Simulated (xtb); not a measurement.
# InSiH3Cl2 (InCl2(SiH3)): GFN2-xTB

Aim: the electronic atomisation energy of InSiH3Cl2 (InCl2(SiH3)) at GFN2-xTB, from 5 runs. 

The calculation is run with xtb 6.7.1.

9 further runs of the same task are left out: 9 set aside as unsound or not needed.

**1. The structure to begin with**

InSiH3Cl2: 7 atoms, total charge 0, spin state singlet. SMILES: `[SiH3][In]([Cl])[Cl]`. Geometry: a GFN2-xTB relaxation, a rough one for these elements and not checked as a minimum.

Bond lengths: In1–Cl2 2.336 Å, In1–Cl3 2.336 Å, In1–Si4 2.613 Å, Si4–H5 1.468 Å, Si4–H6 1.467 Å, Si4–H7 1.471 Å. Angles: Cl2–In1–Cl3 108.0°, Cl2–In1–Si4 125.8°, Cl3–In1–Si4 126.2°, In1–Si4–H5 108.2°, In1–Si4–H6 108.2°, In1–Si4–H7 108.2°, H5–Si4–H6 110.8°, H5–Si4–H7 110.6°, H6–Si4–H7 110.7°.

**2. Energy and forces at GFN2-xTB**

input.xyz

```xyz
7

In     0.64271000     1.12680000     0.00329000
Cl     2.96545000     1.37130000     0.04810000
Cl    -0.30755000     3.26049000    -0.02288000
Si    -0.65412000    -1.14121000    -0.00484000
H     -1.95082000    -0.92999000     0.65043000
H      0.14601000    -2.12868000     0.72856000
H     -0.84168000    -1.55871000    -1.40267000
```

Command:

```
$ xtb input.xyz --json -c 0 --gfn 2 --grad > run.log 2> xtb.err
```

The program printed (excerpt; [...] marks lines left out):

```text
* xtb version 6.7.1
[...]
          :  # basis functions                  43          :
[...]
          :  # electrons                        24          :
[...]
          :  Hamiltonian                  GFN2-xTB          :
[...]
          :  net charge                          0          :
          :  unpaired electrons                  0          :
[...]
   *** convergence criteria satisfied after 14 iterations ***
[...]
         ::                     SUMMARY                     ::
         :::::::::::::::::::::::::::::::::::::::::::::::::::::
         :: total energy             -13.703407252441 Eh    ::
         :: gradient norm              0.000466744152 Eh/a0 ::
         :: HOMO-LUMO gap              3.101361568573 eV    ::
         ::.................................................::
         :: SCC energy               -13.736663453135 Eh    ::
         :: -> isotropic ES            0.037078960905 Eh    ::
         :: -> anisotropic ES         -0.000919691040 Eh    ::
         :: -> anisotropic XC          0.000656781734 Eh    ::
         :: -> dispersion             -0.004919840112 Eh    ::
         :: repulsion energy           0.033256200694 Eh    ::
         :: add. restraining           0.000000000000 Eh    ::
         :: total charge               0.000000000000 e     ::
         :::::::::::::::::::::::::::::::::::::::::::::::::::::
[...]
        12        2.0000           -0.3957511             -10.7689 (HOMO)
        13                         -0.2817782              -7.6676 (LUMO)
[...]
     #   Z          covCN         q      C6AA      α(0)
     1  49 In       2.486     0.120   283.031    32.184
     2  17 Cl       0.785    -0.239   106.577    15.792
     3  17 Cl       0.785    -0.238   106.530    15.789
     4  14 Si       3.666     0.470    98.133    18.985
     5   1 H        0.917    -0.037     3.786     3.043
     6   1 H        0.917    -0.037     3.779     3.040
     7   1 H        0.916    -0.040     3.865     3.075
[...]
     #   Z sym  total        # sym  WBO       # sym  WBO       # sym  WBO
 ---------------------------------------------------------------------------
     1  49 In   2.904 --     3 Cl   1.046     2 Cl   1.045     4 Si   0.609
     2  17 Cl   1.294 --     1 In   1.045     4 Si   0.172
     3  17 Cl   1.296 --     1 In   1.046     4 Si   0.173
     4  14 Si   3.497 --     5 H    0.849     6 H    0.849     7 H    0.845
                             1 In   0.609     3 Cl   0.173     2 Cl   0.172
     5   1 H    0.989 --     4 Si   0.849
     6   1 H    0.989 --     4 Si   0.849
     7   1 H    0.998 --     4 Si   0.845
 ---------------------------------------------------------------------------
[...]
molecular dipole:
                 x           y           z       tot (Debye)
 q only:       -1.446      -2.510      -0.004
   full:       -1.187      -2.060      -0.006       6.043
molecular quadrupole (traceless):
[...]
          | TOTAL ENERGY              -13.703407252441 Eh   |
          | GRADIENT NORM               0.000466744152 Eh/α |
          | HOMO-LUMO GAP               3.101361568573 eV   |
           -------------------------------------------------
[...]
```

Standard error:

```text
normal termination of xtb
```

It took 0.021 s on 1 thread of AMD EPYC 9R45 (Zen 5), shared host.

**3. The Cl atom: a single-point energy at GFN2-xTB**

.CHRG

```
0
```

.UHF

```
1
```

geom.xyz

```xyz
1
Cl
Cl     0.00000     0.00000     0.00000
```

Run the same way, it converges to -4.48253 Eh (log not shown).

**4. The H atom: a single-point energy at GFN2-xTB**

mol.coord

```
$coord
      0.000000000000      0.000000000000      0.000000000000  h
$end
```

Command:

```
$ xtb --sp -u 1 --json -- mol.coord | tee out.txt
```

The program printed (excerpt; [...] marks lines left out):

```text
* xtb version 6.7.1
[...]
          :  # basis functions                   1          :
[...]
          :  # electrons                         1          :
[...]
          :  Hamiltonian                  GFN2-xTB          :
[...]
          :  net charge                          0          :
          :  unpaired electrons                  1          :
[...]
   *** convergence criteria satisfied after 3 iterations ***
[...]
         ::                     SUMMARY                     ::
         :::::::::::::::::::::::::::::::::::::::::::::::::::::
         :: total energy              -0.393482763936 Eh    ::
         :: gradient norm              0.000000000000 Eh/a0 ::
         :: HOMO-LUMO gap              0.000000000000 eV    ::
         ::.................................................::
         :: SCC energy                -0.393482763936 Eh    ::
         :: -> isotropic ES            0.000000000000 Eh    ::
         :: -> anisotropic ES          0.000000000000 Eh    ::
         :: -> anisotropic XC          0.000000000000 Eh    ::
         :: -> dispersion              0.000000000000 Eh    ::
         :: repulsion energy           0.000000000000 Eh    ::
         :: add. restraining           0.000000000000 Eh    ::
         :: total charge               0.000000000000 e     ::
         :::::::::::::::::::::::::::::::::::::::::::::::::::::
[...]
         1        1.0000           -0.3934828             -10.7072 (HOMO)
      -------------------------------------------------------------
[...]
     #   Z          covCN         q      C6AA      α(0)
     1   1 h        0.000     0.000     7.620     5.048
 Mol. C6AA /au·bohr⁶  :          7.620475
 Mol. C8AA /au·bohr⁸  :         92.118965
 Mol. α(0) /au        :          5.047619
[...]
molecular dipole:
                 x           y           z       tot (Debye)
 q only:        0.000       0.000       0.000
   full:        0.000       0.000       0.000       0.000
molecular quadrupole (traceless):
[...]
          | TOTAL ENERGY               -0.393482763936 Eh   |
          | GRADIENT NORM               0.000000000000 Eh/α |
          | HOMO-LUMO GAP              10.707211000000 eV   |
           -------------------------------------------------
[...]
```

Standard error:

```text
normal termination of xtb
```

Wall time 0.017 s (1 thread of AMD EPYC 9R45 (Zen 5), shared host).

**5. The In atom: a single-point energy at GFN2-xTB**

coord

```
$coord
      0.000000000000      0.000000000000      0.000000000000  in
$end
```

Run the same way, it converges to -1.12594 Eh (log not shown).

**6. The Si atom: a single-point energy at GFN2-xTB**

struc.tmol

```
$coord
      0.000000000000      0.000000000000      0.000000000000  si
$end
```

Run the same way, it converges to -1.56961 Eh (log not shown).

**7. What came out**

At GFN2-xTB:

```
                                quantity          value
                  molecule: total energy   -13.70341 Eh
                 molecule: dipole moment         6.04 D
                   molecule: HOMO energy      -10.77 eV
                   molecule: LUMO energy       -7.67 eV
                 molecule: HOMO–LUMO gap        3.10 eV
             molecule: dispersion energy  -12.92 kJ/mol
      molecule: largest force on an atom     0.017 eV/Å
molecule: mean polarisability (D4 model)     91.9 bohr³
                   Cl atom: total energy    -4.48253 Eh
                  Cl atom: dipole moment         0.00 D
    Cl atom: HOMO energy (partly filled)      -12.67 eV
                    Cl atom: LUMO energy       -0.24 eV
 Cl atom: mean polarisability (D4 model)     14.7 bohr³
                    H atom: total energy    -0.39348 Eh
                   H atom: dipole moment         0.00 D
     H atom: HOMO energy (partly filled)      -10.71 eV
  H atom: mean polarisability (D4 model)      5.0 bohr³
                   In atom: total energy    -1.12594 Eh
                  In atom: dipole moment         0.00 D
    In atom: HOMO energy (partly filled)       -4.51 eV
                    In atom: LUMO energy       -4.51 eV
 In atom: mean polarisability (D4 model)     72.9 bohr³
                   Si atom: total energy    -1.56961 Eh
                  Si atom: dipole moment         0.00 D
    Si atom: HOMO energy (partly filled)       -4.84 eV
                    Si atom: LUMO energy       -4.84 eV
           electronic atomisation energy      23.466 eV
```

In words: The method runs without spin polarisation, so open shells lack the exchange term that lowers high spin: such energies come out too high. Taking the molecule apart into free atoms costs 23.47 eV (541 kcal/mol), before zero-point energy and without spin-orbit coupling. Tight-binding and semi-empirical models aren't fitted to free atoms, so this value can be far from the true one. Mulliken charges (molecule) run from -0.24 on Cl2 to +0.47 on Si4.
